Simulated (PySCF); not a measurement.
# CI: from the state search to spectroscopic constants

What are the lowest state that PBE0 finds, the bond length, vibrational wavenumber and bond energy of CI, and how much do these hang on the method?

Method: C aug-cc-pVDZ, I aug-cc-pVDZ-PP with ECP28, scalar-relativistic core potentials; program: PySCF 2.14.0.

## (1) Input

Settings of the job:

```
atoms                         : C, I
charge                        : 0
basis                         : C aug-cc-pVDZ, I aug-cc-pVDZ-PP with ECP28
Hamiltonian                   : scalar-relativistic core potentials
basis functions               : 55
electrons treated             : 31
masses in u                   : 12.0000, 126.9045
levels                        : PBE0, PBE, r²SCAN, revPBE, r²SCAN0, BP86, HF, MP2, SCS-MP2, CCSD, CCSD(T)
grid                          : 80 radial by 434 angular points
occupations                   : held fixed by the projection of orbital angular momentum
dissociation limit            : C + I, each in its ground configuration
starting distance in angstrom : 2.020
values of 2S to try           : 1, 3
```

Launch:

```sh
OMP_NUM_THREADS=1 python dia.py task.json out
```

Further steps of the session: The PBE0 curve of the state that the search chose; Other states along the same grid; PBE; r²SCAN; revPBE (GGA); r²SCAN0 (hybrid meta-GGA); BP86; UHF (mean field); Adding correlation.

**Question.** What will these runs give? Wanted: for each run, Re; ωe; De; μ.

As calculated:

Lowest PBE0 solution found, without spin–orbit coupling: ²Π (doublet), unpaired electrons π ↑. State 2 has its PBE0 minimum 1.65 eV higher. The other levels ran on the lowest alone.

```tsv
level	Re (Å)	ωe (cm⁻¹)	De (eV)	μ (D)
UHF	2.080	606	0.94	0.88
UHF-MP2	2.045	631	2.54	n/a
UHF-CCSD	2.065	614	2.38	n/a
UHF-CCSD(T)	2.069	610	2.61	n/a
PBE	2.058	622	3.47	1.82
revPBE	2.067	612	3.25	1.76
BP86	2.065	613	3.41	1.75
r²SCAN	2.055	626	3.07	1.67
PBE0	2.042	643	3.02	1.66
r²SCAN0	2.044	641	2.74	1.54
```

De is counted to C + I in their ground configurations. A positive dipole means C(−)I(+). No constants: UHF-SCS-MP2 (the points don't follow one smooth fit).

Differences from CCSD(T) in the same basis:

```tsv
level	Re (mÅ)	ωe (%)
UHF	+11	-0.7
UHF-MP2	-24	+3.5
UHF-CCSD	-4	+0.6
PBE	-11	+1.9
revPBE	-2	+0.4
BP86	-4	+0.5
r²SCAN	-14	+2.6
PBE0	-27	+5.4
r²SCAN0	-25	+5.0
```

In words: Judged by CCSD(T) in the same basis: best bond length revPBE (-2 mÅ), worst PBE0 (-27 mÅ); best wavenumber revPBE (+0.4 %), worst PBE0 (+5.4 %). CCSD(T) in a basis this small is itself some way from its limit, more so than the functionals. Among the levels with a De in the table, it runs from 0.94 eV (UHF) to 3.47 eV (PBE).

Correlated steps freeze 5 core orbitals. Spin–orbit coupling is left out, which matters for elements this heavy, above all for dissociation energies. With spin–orbit coupling the term label itself may not hold.
